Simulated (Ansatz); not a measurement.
# In4SbAs3: the cost of one run

Method: DFT PBE, scalar-relativistic, plane waves, PAW, in Ansatz 0.2.0.

## (1) Starting point

Symmetry: P-43m, No. 215, cubic system. The conventional cell has a = 5.884 Å, b = 5.884 Å, c = 5.884 Å, α = 90.00°, β = 90.00°, γ = 90.00°. In (site symmetry 3m) has 1 Sb at 2.55 Å and 3 As at 2.55 Å as nearest neighbours. Around Sb (site symmetry -43m) lie 4 In at 2.55 Å. Around As (site symmetry -42m) lie 4 In at 2.55 Å.

As a file:

```cif
data_structure
_symmetry_space_group_name_H-M 'P-43m'
_symmetry_Int_Tables_number 215
_cell_length_a 5.8842
_cell_length_b 5.8842
_cell_length_c 5.8842
_cell_angle_alpha 90.000
_cell_angle_beta 90.000
_cell_angle_gamma 90.000
_cell_volume 203.74
loop_
_atom_site_label
_atom_site_type_symbol
_atom_site_symmetry_multiplicity
_atom_site_Wyckoff_symbol
_atom_site_fract_x
_atom_site_fract_y
_atom_site_fract_z
_atom_site_occupancy
In1 In 4 e 0.25000 0.75000 0.25000 1
Sb1 Sb 1 b 0.50000 0.50000 0.50000 1
As1 As 3 d 0.50000 0.00000 0.00000 1
```

The start is an ordering of an alloy on its end members' structure types: elements ordered on the sites of the InAs type, As/Sb on As (P-43m, No. 215).

## (2) The guess as it stands, on a coarse mesh

The input, input.yaml:

```yaml
crystal:
  lattice:
    - [5.8842335, 0.0, 0.0]
    - [0.0, 5.8842335, 0.0]
    - [0.0, 0.0, 5.8842335]
  atoms:
    - { symbol: In, position: [0.25, 0.75, 0.25] }
    - { symbol: In, position: [0.25, 0.25, 0.75] }
    - { symbol: In, position: [0.75, 0.75, 0.75] }
    - { symbol: In, position: [0.75, 0.25, 0.25] }
    - { symbol: Sb, position: [0.5, 0.5, 0.5] }
    - { symbol: As, position: [0.5, 0.0, 0.0] }
    - { symbol: As, position: [0.0, 0.0, 0.5] }
    - { symbol: As, position: [0.0, 0.5, 0.0] }
basis:
  ecutwfc: 420
kpoints:
  mp_grid: { grid: [4, 4, 4] }
hamiltonian:
  xc: pbe
scf:
  occupations: { method: gaussian, width: 0.1 }
  lower_state_search: "off"
output:
  forces: true
  stress: true
  eigenvalues: true
```

Started as:

```sh
> ansatz run input.yaml --threads 1 --pin off --max-ram 2560MiB --backend cpu --events-out ev --progress --plain --runs-dir out
```

Q: Estimate wall time and peak memory on 1 thread of Intel Xeon at 2.70GHz, shared host.

About 9.7 s, with a peak of 0.47 GiB.
